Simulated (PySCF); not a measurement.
**GeB−: bond curves at several levels of theory**

One job finds the state of GeB−, follows it along the bond with each method and fits the curves.

Method: Ge def2-TZVPPD, B def2-TZVPPD, no relativity; program: PySCF 2.14.0.

2 further runs of the same task are left out: 2 set aside as unsound or not needed.

**1. Set-up**

A driver script around PySCF takes these settings:

| Quantity | Value |
| --- | --- |
| atoms | Ge, B |
| charge | -1 |
| basis | Ge def2-TZVPPD, B def2-TZVPPD |
| Hamiltonian | no relativity |
| basis functions | 91 |
| electrons treated | 38 |
| masses in u | 73.9212, 11.0093 |
| levels | PBE0, PBE, r²SCAN, MN15, r²SCANh, PW91, BP86, revPBE, HSE06, HF, MP2, SCS-MP2, CCSD, CCSD(T) |
| grid | 80 radial by 434 angular points |
| occupations | held fixed by the projection of orbital angular momentum |
| dissociation limit | Ge− + B, each in its ground configuration |
| starting distance in angstrom | 2.075 |
| values of 2S to try | 0, 2, 4 |

Command:

```console
$ OMP_NUM_THREADS=2 python dia.py task.json out
```

The runs that follow: First curve: PBE0; Higher solutions at PBE0; PBE (GGA); r²SCAN; MN15; r²SCANh (hybrid meta-GGA); PW91; BP86; revPBE; HSE06; ROHF (mean field); Correlated methods on the Hartree–Fock reference.

Q: Predict the outcome of this session. Wanted: for each run, Re; ωe; De; μ.

**Answer**, as computed:

Lowest PBE0 solution found, without spin–orbit coupling: ³Π (triplet), unpaired electrons σ ↑, π ↑. State 2 has its PBE0 minimum 0.14 eV higher, as a spin-mixed determinant (⟨S²⟩ = 1.02), so this is no gap between pure states. The other levels ran on the lowest alone.

```tsv
level	Re (Å)	ωe (cm⁻¹)	De (eV)	μ (D)
ROHF	1.897	777	1.75	-2.39
ROHF-MP2	1.933	677	3.49	n/a
ROHF-SCS-MP2	1.936	674	3.31	n/a
ROHF-CCSD	1.922	717	3.12	n/a
ROHF-CCSD(T)	1.936	692	3.42	n/a
PBE	1.933	688	4.03	-3.36
revPBE	1.943	677	3.77	-3.37
PW91	1.931	689	4.04	-3.35
BP86	1.936	681	3.98	-3.32
r²SCAN	1.916	717	3.81	-2.97
r²SCANh	1.912	724	3.70	-2.93
PBE0	1.916	719	3.67	-3.16
HSE06	1.917	717	3.73	-3.16
MN15	1.907	721	3.78	-2.91
```

De is counted to Ge− + B in their ground configurations. A positive dipole points from Ge to B; in an ion it is taken about the centre of mass and does not tell which atom is negative.

Differences from CCSD(T) in the same basis:

```tsv
level	Re (mÅ)	ωe (%)
ROHF	-39	+12.2
ROHF-MP2	-3	-2.2
ROHF-SCS-MP2	-1	-2.6
ROHF-CCSD	-14	+3.6
PBE	-3	-0.6
revPBE	+7	-2.2
PW91	-6	-0.4
BP86	0	-1.5
r²SCAN	-20	+3.6
r²SCANh	-24	+4.6
PBE0	-20	+3.9
HSE06	-19	+3.6
MN15	-29	+4.2
```

Against CCSD(T) in the same basis, the bond length is nearest at BP86 (0 mÅ) and farthest at ROHF (-39 mÅ); the wavenumber is nearest at PW91 (-0.4 %) and farthest at ROHF (+12.2 %). Hartree–Fock falls on the short and stiff side, its usual fault. Among the levels with a De in the table, it runs from 1.75 eV (ROHF) to 4.04 eV (PW91).

Correlated steps freeze 10 core orbitals. With some functionals the highest level of the anion is positive, from self-interaction error or because the anion is truly unbound there; the finite basis then holds the extra electron, and no neutral molecule was run to test the binding.
